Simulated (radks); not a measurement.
# Re⁻ inside a hard spherical wall

The task here is to estimate one member of a computed series from the others.

Program: radks (a radial shooting solver on a logarithmic mesh, Libxc functionals) version 1. Level of theory: scalar-relativistic Kohn-Sham, LDA (Slater exchange, Perdew-Wang correlation), spin-polarised, spherical densities, point nucleus; open shells are filled with parallel spins first. These are calculated values, not measurements, unless marked.

## The atom as given

| Property | Result |
| --- | --- |
| element | rhenium (Z = 75) |
| charge | -1 |
| electrons | 76 |
| configuration | [Xe] 4f14 5d6 6s2 |

Outer shells as boxes (Hund's rule):

Re⁻
```
[Xe] core
4f [↑↓][↑↓][↑↓][↑↓][↑↓][↑↓][↑↓]
5d [↑↓][↑ ][↑ ][↑ ][↑ ]
6s [↑↓]
```

The first run:

The run's settings:

```text
Z 75
configuration [Xe] 4f14 5d6 6s2 6p0 7s0 5f0
relativity scalar-relativistic
functional lda,pw
spin polarised
nucleus point
wall 15 bohr
c 137.035999084
```

Among the steps run: Wall at 15 bohr; Wall at 8 bohr; Wall at 7 bohr; Wall at 5 bohr; Wall at 3 bohr; Wall at 2.5 bohr; Wall at 2 bohr.

One table of the session follows, with a row left open; its other results are not shown here.

| R (bohr) | E − E(widest) (eV) | ε(5d) (eV) | ε(6p, empty) (eV) | ε(7s, empty) (eV) | ε(5f, empty) (eV) |
| --- | --- | --- | --- | --- | --- |
| 15 | 0.000 | 0.809 | 2.680 | 2.953 | 4.704 |
| 8 | 0.536 | 1.883 | 4.584 | 8.819 | 11.715 |
| 7 | 1.192 | 2.555 | 5.638 | 12.124 | 14.366 |
| 5 | ? | ? | ? | ? | ? |
| 3 | 90.745 | 25.903 | 52.924 | 128.40 | 62.936 |
| 2.5 | 206.19 | 43.269 | 94.741 | 216.80 | 91.478 |
| 2 | 553.14 | 82.966 | 192.36 | 409.19 | 149.84 |

Estimate the missing values for R (bohr) = 5.

Worked estimate for «E − E(widest) (eV)». A straight line through the neighbours (7, 1.192) and (3, 90.745) gives 1.192 + (90.745 − 1.192) × (5 − 7) / (3 − 7) = 45.969; a parabola fitted to 4 rows on both sides gives -1.468.

**Answer.** E − E(widest) (eV): 7.738; ε(5d) (eV): 6.286; ε(6p, empty) (eV): 11.710; ε(7s, empty) (eV): 29.715; ε(5f, empty) (eV): 24.737. In «E − E(widest) (eV)» the line misses by +38.231 and the parabola by -9.206.

In words: Eigenvalues are for spin up. From R = 15 bohr inwards the highest occupied level lies above zero, in an anion first from self-interaction, then from the wall. Shells are not refilled when levels cross, and a hard wall is a model, not a crystal.
